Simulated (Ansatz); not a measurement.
# B₂GeH (quartet): from Hartree-Fock to the top rungs, cc-pVTZ

How much of the correlation energy of B₂GeH (quartet) does each wave-function method recover here?

Program: Ansatz 0.2.0, Gaussian basis. Level of theory: cc-pVTZ, core rule «outside noble gas», up to 16 orbitals frozen. These are calculated values, not measurements.

Plan: UHF; CCSD(T) on ROHF; CCSD(T) on UHF; BCCD(T) on ROHF; CCSDT(Q) on ROHF; CCSDT(Q) on UHF.

4 further runs of the same task are left out: 1 that didn't finish, 3 set aside as unsound or not needed.

### Step 1. What is computed

The geometry is a PBE0/def2-TZVP stationary point (not a proven minimum). No spin-orbit coupling is included. The filled d shell of Ge may be among the frozen orbitals whatever the setting's name suggests; the logs give the count.

4 atoms, charge 0, spin multiplicity 4.

Atoms are counted from 1 here; the program's logs count them from 0.

Bond lengths: B1–Ge2 2.121 Å, B1–B3 1.683 Å, Ge2–B3 2.022 Å, B3–H4 1.189 Å. Angles: Ge2–B1–B3 63.0°, B1–Ge2–B3 47.9°, B1–B3–Ge2 69.2°, B1–B3–H4 135.9°, Ge2–B3–H4 150.2°.

### Step 2. UHF

in.yaml

```yaml
crystal:
  periodic: [false, false, false]
  atoms:
    - {symbol: B, position_ang: [0.013443, -1.059555, -1.355486]}
    - {symbol: Ge, position_ang: [0.004178, 0.046165, 0.454861]}
    - {symbol: B, position_ang: [-0.057533, 0.617024, -1.483527]}
    - {symbol: H, position_ang: [0.171821, 1.419494, -2.330052]}
basis:
  gaussian: {orbitals: cc-pVTZ}
magnetization: {spin_polarized: true, initial_magnetization: 3}
hamiltonian: {xc: hf}
output: {orbitals: {seedname: orbitals}}
```

Started as:

```sh
$ ansatz run in.yaml --threads 1 --pin off --events-out ev --progress --plain --max-ram 4096MiB --backend cpu
```

After this run come: CCSD(T) on ROHF; CCSD(T) on UHF; BCCD(T) on ROHF; CCSDT(Q) on ROHF; CCSDT(Q) on UHF.

**Question.** What will the summary of the whole plan be? Wanted: UCCSDT(Q) below the RHF energy; RMP2 from UCCSDT(Q); UMP2 from UCCSDT(Q); RCCSD from UCCSDT(Q); RCCSD(T) from UCCSDT(Q); UCCSD(T) from UCCSDT(Q); RCCSDT(Q) from UCCSDT(Q); T1 diagnostic.

As calculated:

```
                         quantity              value
   UCCSDT(Q) below the RHF energy         -7.9927 eV
              RMP2 from UCCSDT(Q)        +1434.4 meV
              UMP2 from UCCSDT(Q)        +1454.8 meV
             RCCSD from UCCSDT(Q)         +552.0 meV
          RCCSD(T) from UCCSDT(Q)          +93.0 meV
          UCCSD(T) from UCCSDT(Q)          +91.0 meV
         RCCSDT(Q) from UCCSDT(Q)           +6.4 meV
levels within 1 kcal/mol (43 meV)  UCCSDT, RCCSDT(Q)
                    T1 diagnostic              0.059
```

**Reading.** RCCSD(T) misses by +93.0 meV, 1.2 % of the correlation energy. These misses are within one basis, not against nature; the frozen cores of restricted and unrestricted runs differ, which can shift their rows.
